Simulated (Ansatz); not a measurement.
Run this with Ansatz's Python interface and show what comes out.

The script, `methods.py`:
```python
import ansatz
from ase import Atoms

atoms = Atoms(['Ge', 'Se', 'H', 'H', 'H'], positions=[
    (0.1525, -0.0425, -0.1075),
    (-1.532, -0.1259, 1.5739),
    (0.0978, 1.4385, -0.72),
    (-0.1644, -0.9985, -1.2464),
    (1.4961, -0.3452, 0.4586),
])
molecule = ansatz.Crystal.molecule_from_ase(atoms)

calculation = molecule.calculation()
calculation = calculation.basis(gaussian='def2-SVP').spin('collinear', total=1)

methods = ['mp2', 'ccsd', 'ccsd_t']
batch = ansatz.Session.batch([calculation.correlation(m).input() for m in methods])
reports = sorted(batch.plan().execute().molecular_reports, key=lambda each: each['member'])
print(f'Hartree-Fock reference {reports[0]["reference_energy_ev"] / 27.211386246:.6f} Ha')
best = reports[-1]['free_energy_ev'] - reports[-1]['reference_energy_ev']
for method, each in zip(methods, reports):
    gained = each['free_energy_ev'] - each['reference_energy_ev']
    print(f'{method:8s} total {each["free_energy_ev"] / 27.211386246:.6f} Ha  correlation {gained:9.4f} eV  ({100 * gained / best:.1f} % of the last)')
```

```console
$ python methods.py
Hartree-Fock reference -4476.399394 Ha
mp2      total -4476.843951 Ha  correlation  -12.0970 eV  (94.0 % of the last)
ccsd     total -4476.860466 Ha  correlation  -12.5464 eV  (97.5 % of the last)
ccsd_t   total -4476.872175 Ha  correlation  -12.8650 eV  (100.0 % of the last)
```

Reading the output:
- Total energies depend on the basis set; only differences at equal settings carry meaning.
- The geometry is a force-field or estimated start, not a minimum of this method, and the basis set is short of its limit. A lower total doesn't mark the better method: functionals have no common bound, and MP2 and coupled cluster aren't variational.
- The species is open-shell (spin multiplicity 2).
- Inner cores stay frozen; a filled d shell under the valence of the heavier atoms is correlated with it.

(Lines on the test bed's own set-up are left out of the output.)
